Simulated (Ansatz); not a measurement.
**H5InS: saddle search for pyramidal inversion in Python**

Aim: a saddle search for pyramidal inversion, for H5InS, run from a script. SMILES: [SH2+][InH3-].

Computed with Ansatz 0.2.0 through its Python package. Level of theory: MP2/def2-SVP.

## Step 1: The structure

Bond lengths: S1–In2 2.441 Å, S1–H3 1.361 Å, S1–H4 1.361 Å, In2–H5 1.813 Å, In2–H6 1.816 Å, In2–H7 1.835 Å. Angles: S1–In2–H5 110.6°, S1–In2–H6 110.0°, S1–In2–H7 108.2°, H5–In2–H6 109.7°, H5–In2–H7 109.4°, H6–In2–H7 108.8°, In2–S1–H3 108.4°, In2–S1–H4 108.1°, H3–S1–H4 114.9°.

No structure file is read: the coordinates are typed or built in the script.

## Step 2: Script

run_ts.py

```python
"""Inversion barrier of H5InS: minimum and transition state."""

import itertools

import ansatz as az
from ase.data import atomic_numbers, covalent_radii
import numpy as np

h5ins = (
    az.Crystal.molecule()
    .atom("S", [-0.5422, -1.4537, 0.021])
    .atom("In", [0.1205, 0.8851, -0.2058])
    .atom("H", [-0.9587, -1.6595, 1.2999])
    .atom("H", [0.5052, -2.2295, -0.3723])
    .atom("H", [-0.9532, 1.7414, -1.3898])
    .atom("H", [0.0358, 1.7131, 1.408])
    .atom("H", [1.8538, 0.9351, -0.8066])
)

setup = (
    h5ins.calculation()
    .basis(gaussian="def2-SVP")
    .correlation("MP2")
)
symbols = [site.symbol for site in h5ins.cartesian_sites]
start = np.array([site.position_ang for site in h5ins.cartesian_sites], dtype=float)
data = setup.relax(force_tolerance=0.005).run().report
end = np.array(data["positions_ang"])

# start with the apex atom pushed most of the way into the plane of its neighbours
a, b, d = end[[1, 2, 3]]
normal = np.cross(b - a, d - a)
normal /= np.linalg.norm(normal)
flat = end.copy()
flat[0] -= 0.8 * ((end[0] - a) @ normal) * normal
guess = np.zeros_like(flat)
guess[0] = normal
near = az.Crystal.molecule()
for symbol, place in zip(symbols, flat):
    near = near.atom(symbol, place.tolist())
search = (
    near.calculation()
    .basis(gaussian="def2-SVP")
    .correlation("MP2")
    .saddle(mode_guess=guess.tolist(), force_tolerance=0.01, max_steps=40)
)
steps = []
top = search.session().plan().execute(on_event=lambda e: steps.append(e["data"]) if e["event"] == "saddle_step" else None).report
for s in steps:
    print(f"step {s['step']:2d}  E = {s['lagrangian_ev']:.5f} eV  force {s['allowed_force_max_ev_ang']:.4f} eV/A  curvature {s['curvature_ev_ang2']:.3f} eV/A^2")
print(f"minimum {data['free_energy_ev']:.5f} eV, saddle {top['free_energy_ev']:.5f} eV")
print(f"electronic barrier {23.060548 * (top['free_energy_ev'] - data['free_energy_ev']):.2f} kcal/mol")
saddle = np.array(top["positions_ang"])
# pairs closer than 1.2 times the sum of covalent radii, before or after
radius = [covalent_radii[atomic_numbers[s]] for s in symbols]
span = lambda where, i, j: np.linalg.norm(where[i] - where[j])
bonded = [(i, j) for i, j in itertools.combinations(range(len(symbols)), 2) if min(span(end, i, j), span(saddle, i, j)) < 1.2 * (radius[i] + radius[j])]
print("pair        before    after (A)")
for i, j in bonded:
    print(f"{symbols[i]}{i}-{symbols[j]}{j}".ljust(10), f"{span(end, i, j):8.4f} {span(saddle, i, j):8.4f}")
```

## Step 3: The input behind the calls

The engine receives this input (first run):

```yaml
crystal:
  periodic: [false, false, false]
  atoms:
    - { symbol: S, position_ang: [-0.5422, -1.4537, 0.021] }
    - { symbol: In, position_ang: [0.1205, 0.8851, -0.2058] }
    - { symbol: H, position_ang: [-0.9587, -1.6595, 1.2999] }
    - { symbol: H, position_ang: [0.5052, -2.2295, -0.3723] }
    - { symbol: H, position_ang: [-0.9532, 1.7414, -1.3898] }
    - { symbol: H, position_ang: [0.0358, 1.7131, 1.408] }
    - { symbol: H, position_ang: [1.8538, 0.9351, -0.8066] }
basis:
  gaussian:
    orbitals: def2-SVP
correlation:
  method: mp2
relax:
  f_tol: 0.005
```

## Step 4: Running it

On the command line:

```bash
> python run_ts.py
```

Q: Predict the main results. Wanted: moves of the relaxation of run 1; energy gained in run 1; last largest force component of run 1.

The runs gave:

| quantity | value |
| --- | --- |
| runs compared | 2 |
| moves of the relaxation of run 1 | 29 |
| energy gained in run 1 | 1.202 eV |
| last largest force component of run 1 | 0.0035 eV/Å |

Run 1: After 29 moves the largest shift is 0.900 Å, of atom 4 (H). So large a move can change the bonding: the results belong to the relaxed structure. The energies are electronic: no zero-point or thermal terms, and the basis set is short of its limit. No separate frequency run checks the order of the saddle point. def2 sets replace the cores of elements past krypton by effective core potentials. The program flagged doubts on a correlated run, so those values may be off.
